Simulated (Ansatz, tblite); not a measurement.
# Mer-FeF3(NH3)3 (F3FeH9N3): rung by rung

An exercise on one series of results from a longer session: the logs are not shown, and one member is left open.

Computed with Ansatz 0.2.0, Gaussian basis. Level: as each input shows.

Plan: GFN1-xTB, GFN2-xTB, PBE-D4/def2-TZVP, r2SCAN-D4/def2-TZVP, r2SCAN0-D4/def2-TZVP, revPBE-D4/def2-TZVP, ωB97X-V/def2-TZVP, PBE-D4/def2-SVP, PBE0-D4/def2-SVP, MP2/def2-TZVP, RPA/def2-TZVP.

2 further runs of the same task are left out: 2 set aside as unsound or not needed. Runs told in other sessions of the task aren't counted.

## The geometry

The sextet was relaxed beforehand with PBE-D4/def2-SVP.

16 atoms, charge 0, spin multiplicity 6.

Bond lengths: F1–Fe4 1.863 Å, F2–Fe4 1.865 Å, F3–Fe4 1.894 Å, Fe4–N5 2.327 Å, Fe4–N6 2.241 Å, Fe4–N7 2.231 Å, N5–H8 1.027 Å, N5–H9 1.026 Å, N5–H10 1.027 Å, N6–H11 1.027 Å, N6–H12 1.032 Å, N6–H13 1.026 Å, N7–H14 1.026 Å, N7–H15 1.026 Å, N7–H16 1.029 Å. Angles: F1–Fe4–F2 145.9°, F1–Fe4–F3 105.0°, F1–Fe4–N5 77.7°, F1–Fe4–N6 102.5°, F1–Fe4–N7 84.4°, F2–Fe4–F3 105.2°, F2–Fe4–N5 77.8°, F2–Fe4–N6 99.4°, F2–Fe4–N7 84.5°, F3–Fe4–N5 163.7°, F3–Fe4–N6 77.1°, F3–Fe4–N7 81.8°, N5–Fe4–N6 86.6°, N5–Fe4–N7 114.5°, N6–Fe4–N7 158.8°, Fe4–N5–H8 100.2°, Fe4–N5–H9 126.9°, Fe4–N5–H10 100.0° and more.

No spin-orbit coupling is included.

PBE0-D4/def2-TZVP was run before; its log isn't repeated, and its numbers join the tables.

Set-up of the first run:

Tight binding, by tblite at 300 K electronic temperature and without a spin-polarisation term:

```python
tblite.interface.Calculator('GFN1-xTB', numbers, positions, charge=0, uhf=5).singlepoint()
```

Tight binding, by tblite at 300 K electronic temperature and without a spin-polarisation term:

```python
tblite.interface.Calculator('GFN2-xTB', numbers, positions, charge=0, uhf=5).singlepoint()
```

start.molden holds the orbitals of an earlier run on this state, given as this run's starting guess.

Input file in.yaml:

```yaml
crystal:
  periodic: [false, false, false]
  atoms:
    - {symbol: F, position_ang: [-0.190999, -0.392364, 1.793975]}
    - {symbol: F, position_ang: [-0.097104, -0.393768, -1.768526]}
    - {symbol: F, position_ang: [2.193903, 0.113600, 0.078307]}
    - {symbol: Fe, position_ang: [0.311808, -0.090629, 0.025274]}
    - {symbol: N, position_ang: [-1.978424, 0.318344, -0.032851]}
    - {symbol: N, position_ang: [0.576116, 2.134217, -0.030147]}
    - {symbol: N, position_ang: [0.866105, -2.251534, 0.042244]}
    - {symbol: H, position_ang: [-2.233985, -0.197930, -0.883142]}
    - {symbol: H, position_ang: [-2.441109, 1.233941, -0.049558]}
    - {symbol: H, position_ang: [-2.272128, -0.187185, 0.811621]}
    - {symbol: H, position_ang: [0.314127, 2.602349, -0.905362]}
    - {symbol: H, position_ang: [1.602779, 2.031340, 0.007396]}
    - {symbol: H, position_ang: [0.258707, 2.698136, 0.766555]}
    - {symbol: H, position_ang: [0.628314, -2.770178, -0.809927]}
    - {symbol: H, position_ang: [0.580587, -2.763629, 0.883648]}
    - {symbol: H, position_ang: [1.881302, -2.084699, 0.070494]}
basis:
  gaussian: {orbitals: def2-TZVP, initial_orbitals: start.molden}
magnetization: {spin_polarized: true, initial_magnetization: 5}
hamiltonian: {xc: pbe, dispersion: d4}
scf: {omitted_lower_state_checks: [starts]}
output: {forces: true, orbitals: {seedname: orbitals}}
```

Command:

```console
$ ansatz run in.yaml --threads 4 --pin off --events-out ev --progress --plain --max-ram 4787MiB
```

Among the steps run: PBE-D4/def2-TZVP; r2SCAN-D4/def2-TZVP; r2SCAN0-D4/def2-TZVP; revPBE-D4/def2-TZVP; ωB97X-V/def2-TZVP; PBE-D4/def2-SVP; PBE0-D4/def2-SVP; MP2/def2-TZVP; RPA/def2-TZVP.

One table of the session follows, with a row left open; its other results are not shown here.

It belongs to the step «Binding energy». 

```
               level  binding an atom (eV)
        HF/def2-TZVP                 2.358
     PBE-D4/def2-SVP                 3.572
    PBE-D4/def2-TZVP                 3.536
 revPBE-D4/def2-TZVP                 3.431
 r2SCAN-D4/def2-TZVP                 3.470
    PBE0-D4/def2-SVP                     ?
   PBE0-D4/def2-TZVP                 3.418
r2SCAN0-D4/def2-TZVP                 3.370
   ωB97X-V/def2-TZVP                 3.459
       MP2/def2-TZVP                 3.335
```

Estimate the missing values for PBE0-D4/def2-SVP.

**Answer.** binding an atom (eV): 3.427. In the column «binding an atom (eV)» it lies between PBE0-D4/def2-TZVP (3.418) and revPBE-D4/def2-TZVP (3.431).

Limits of these values: Free atoms were run apart at each level; binding is atoms less cluster, divided by the number of atoms, without zero-point or spin-orbit terms.
